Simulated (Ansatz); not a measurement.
**TiC: relaxation and properties**

One table from this session's results is given with a row withheld; the runs are named, their logs left out.

The COD entry's cell or inner coordinates are ideal or old and differ from later refinements, so a difference from it is no clean test against experiment.

Method: DFT r2SCAN, scalar-relativistic, plane waves, PAW, in Ansatz 0.2.0.

**The structure to begin with**

Symmetry: Fm-3m, No. 225, cubic system. The conventional cell has a = 4.319 Å, b = 4.319 Å, c = 4.319 Å, α = 90.00°, β = 90.00°, γ = 90.00°. Ti (site symmetry m-3m) is surrounded by 6 C at 2.16 Å. C (site symmetry m-3m) is surrounded by 6 Ti at 2.16 Å.

As a file:

```xyz
2
Lattice="0.0000 2.1593 2.1593 2.1593 0.0000 2.1593 2.1593 2.1593 0.0000" Properties=species:S:1:pos:R:3 pbc="T T T"
Ti    0.0000    0.0000    0.0000
C     2.1593    2.1593    2.1593
```

Source of the structure: the Crystallography Open Database.

Set-up of the first run:

(A quick probe on a coarse mesh, which set the mesh and smearing, is not shown.)

input.yaml

```yaml
crystal:
  lattice:
    - [0.0, 2.1593, 2.1593]
    - [2.1593, 0.0, 2.1593]
    - [2.1593, 2.1593, 0.0]
  atoms:
    - { symbol: Ti, position: [0.0, 0.0, 0.0] }
    - { symbol: C, position: [0.5, 0.5, 0.5] }
basis:
  ecutwfc: 500
kpoints:
  mp_grid: { grid: [16, 16, 16] }
hamiltonian:
  xc: r2scan
scf:
  occupations: { method: gaussian, width: 0.1 }
output:
  forces: true
  stress: true
  eigenvalues: true
relax:
  adjacent_minimum: "off"
  f_tol: 0.005
  max_steps: 80
  cell: { stress_tol: 0.05 }
```

Command:

```console
$ ansatz run input.yaml --threads 1 --pin off --max-ram 2560MiB --backend cpu --events-out ev --progress --plain --runs-dir out
```

Among the steps run: The relaxation; Static run: bands, density of states and charges; Point at V/V0 = 0.97; Point at V/V0 = 1.03; The cell scaled to 0.94 of its volume; The cell scaled to 1.06 of its volume.

One of the session's tables, all rows but one given; the rest of the session is left out.

It belongs to the step «Energy against volume». 

| volume (Å³/atom) | energy above the lowest point (meV/atom) | pressure (GPa) |
| --- | --- | --- |
| 9.525 | 33.0 | 18.34 |
| 9.828 | 7.8 | 8.49 |
| 10.132 | 0.0 | 0.00 |
| 10.436 | ? | ? |
| 10.740 | 27.1 | -13.61 |

Estimate the missing values for volume (Å³/atom) = 10.436.

Worked estimate for «energy above the lowest point (meV/atom)». A straight line through the neighbours (10.132, 0.0) and (10.740, 27.1) gives 0.0 + (27.1 − 0.0) × (10.436 − 10.132) / (10.740 − 10.132) = 13.6; a parabola fitted to 3 rows on both sides gives 6.4.

The run gave: energy above the lowest point (meV/atom): 7.1; pressure (GPa): -7.31. In «energy above the lowest point (meV/atom)» the line misses by +6.5 and the parabola by -0.7.
